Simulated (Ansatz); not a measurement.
Predict the output of the script below (the Ansatz DFT code, driven from Python).

The script reads `POSCAR`:
```text
Sn
1.0
  -1.89465182    1.89465182    1.89465182
   1.89465182   -1.89465182    1.89465182
   1.89465182    1.89465182   -1.89465182
Sn
1
Direct
   0.00000000    0.00000000    0.00000000
```

`bands_sn.py`
```python
# -*- coding: utf-8 -*-
'''Bands of Sn along a path through the zone.'''

from dataclasses import dataclass
import warnings

import ansatz as az
from ase.io import read
import numpy as np


@dataclass(frozen=True)
class Settings:
    smearing_width: float = 0.1
    k_length: int = 32
    xc: str = 'pbesol'
    ecut: int = 450
    n_empty: int = 6


settings = Settings()

warnings.simplefilter('ignore', az.DeckWarning)

atoms = read('POSCAR', format='vasp')
xtal = az.Crystal.from_ase(atoms)

# vertices of the path, as fractions of the reciprocal vectors
path = [
    ('G', (0.0, 0.0, 0.0)),
    ('H', (0.5, -0.5, 0.5)),
    ('N', (0.0, 0.0, 0.5)),
    ('G', (0.0, 0.0, 0.0)),
    ('P', (0.25, 0.25, 0.25)),
    ('H', (0.5, -0.5, 0.5)),
]
job = (
    xtal.calculation()
    .occupations(az.OccupationsMethod.COLD, width=settings.smearing_width)
    .kpoints(length=settings.k_length)
    .pseudopotentials('paw')
    .functional(settings.xc)
    .basis(settings.ecut)
    .band_structure([point for _, point in path], intervals=8)
    .scf(extra_bands=settings.n_empty)
)
result = job.run(threads=1, pin='off')
summary = result.report

energy = summary['free_energy_ev']
print('F of the Sn cell: {:.6f} eV = {:.6f} Ry = {:.6f} Ha'.format(energy, energy / 13.605693, energy / 27.211386))
print('Fermi level {:.4f} eV, {} k-points, {} symmetry operations'.format(summary['fermi_energy_ev'], summary['n_kpoints'], summary['n_symmetry_ops']))

bands = result.band_structure()
fermi = bands.fermi_energy_ev
print(f'zero of the bands: {fermi:.3f} eV, the Fermi level found on the SCF mesh')
for spin, channel in enumerate(bands.channels):
    levels = channel.eigenvalues_ev - fermi
    crossing = [b for b in range(levels.shape[1]) if levels[:, b].min() < 0 < levels[:, b].max()]
    print(f'channel {spin}: bands that cross the Fermi level on this path:', [b + 1 for b in crossing] or 'none')
    shown = crossing or sorted(np.argsort(np.abs(levels).min(axis=0))[:2])
    for k, row in zip(bands.kpoints_frac, levels[:, shown]):
        print(f'{k[0]:7.3f} {k[1]:7.3f} {k[2]:7.3f}  ', ' '.join(f'{e:8.3f}' for e in row))
```

Running `python bands_sn.py` prints:
```text
F of the Sn cell: -5949.746811 eV = -437.298329 Ry = -218.649164 Ha
Fermi level 10.6951 eV, 72 k-points, 48 symmetry operations
zero of the bands: 10.695 eV, the Fermi level found on the SCF mesh
channel 0: bands that cross the Fermi level on this path: [7, 8, 9]
  0.000   0.000   0.000      7.930    7.930    7.930
  0.062  -0.062   0.062      6.997    7.221    7.221
  0.125  -0.125   0.125      5.245    5.650    5.650
  0.188  -0.188   0.188      3.539    3.962    3.962
  0.250  -0.250   0.250      2.109    2.443    2.443
  0.312  -0.312   0.312      1.006    1.195    1.195
  0.375  -0.375   0.375      0.225    0.269    0.269
  0.438  -0.438   0.438     -0.300   -0.300   -0.272
  0.500  -0.500   0.500     -0.492   -0.492   -0.492
  0.438  -0.438   0.500     -0.823   -0.396   -0.009
  0.375  -0.375   0.500     -1.544   -0.111    0.851
  0.313  -0.313   0.500     -2.332    0.352    1.691
  0.250  -0.250   0.500     -3.049    0.974    2.481
  0.188  -0.188   0.500     -3.640    1.721    3.283
  0.125  -0.125   0.500     -4.077    2.531    4.128
  0.062  -0.062   0.500     -4.344    3.257    4.961
  0.000   0.000   0.500     -4.434    3.583    5.413
  0.000   0.000   0.438     -3.633    3.686    5.488
  0.000   0.000   0.375     -2.140    3.990    5.708
  0.000   0.000   0.312     -0.408    4.485    6.059
  0.000   0.000   0.250      1.478    5.150    6.514
  0.000   0.000   0.188      3.465    5.948    7.020
  0.000   0.000   0.125      5.454    6.811    7.490
  0.000   0.000   0.062      7.171    7.583    7.816
  0.000   0.000   0.000      7.930    7.930    7.930
  0.031   0.031   0.031      6.822    7.583    7.583
  0.062   0.062   0.062      4.788    6.408    6.408
  0.094   0.094   0.094      2.735    4.805    4.805
  0.125   0.125   0.125      0.890    3.196    3.196
  0.156   0.156   0.156     -0.656    1.724    1.724
  0.188   0.188   0.188     -1.802    0.439    0.439
  0.219   0.219   0.219     -2.265   -0.630   -0.630
  0.250   0.250   0.250     -1.467   -1.467   -1.467
  0.281   0.156   0.281     -2.058   -2.058    0.328
  0.312   0.062   0.312     -2.394   -2.394    2.521
  0.344  -0.031   0.344     -2.474   -2.474    4.720
  0.375  -0.125   0.375     -2.305   -2.305    5.518
  0.406  -0.219   0.406     -1.914   -1.914    3.960
  0.438  -0.313   0.438     -1.357   -1.357    2.048
  0.469  -0.406   0.469     -0.775   -0.775    0.383
  0.500  -0.500   0.500     -0.492   -0.492   -0.492
```

What to keep in mind:
- Absolute energies stand on the zero of these potentials, so only differences at equal settings mean something. A total without «per atom» is that of the cell as typed.
- Only differences from the Fermi energy are physical; the zero of the scale is a convention.
- This isn't the structure that Sn takes at ambient conditions.
- Gaps and levels are Kohn-Sham values on a finite set of k-points, without spin-orbit coupling.
- Processor time in the engine: 2 s on 1 thread of Intel(R) Xeon(R) Processor @ 2.30GHz, on a shared host, peak memory 0.53 GiB.
